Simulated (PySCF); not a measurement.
Molecule: GeH4, in a box.

```
Ge H
1.0
    12.00000    0.00000    0.00000
     0.00000   12.00000    0.00000
     0.00000    0.00000   12.00000
Ge H
1 4
Direct
  0.50487 0.47263 0.52102
  0.60054 0.40960 0.57773
  0.40163 0.47012 0.59637
  0.47743 0.41686 0.40930
  0.53985 0.59390 0.50067
```

Base run:

| Quantity | Value |
| --- | --- |
| Program | PySCF 2.14.0 |
| Functional | HLE16 |
| Potentials or basis | def2-svp (all-electron) |
| k mesh | 1 × 1 × 1 |
| Occupations | fixed |
| Spin | no spin polarisation |

Its results: gap between the frontier levels 9.75 eV.

The run is repeated on the same cell with these changes: functional from HLE16 to PBEsol0. What comes out?

Gap between the frontier levels 11.19 eV.

Caveats: this is a molecule in a periodic box at the Γ point, so its band gap is the HOMO-LUMO gap; relativity is left out, which matters for the heavier elements; the basis of atomic orbitals isn't converged, which shifts pressures, moduli and gaps.

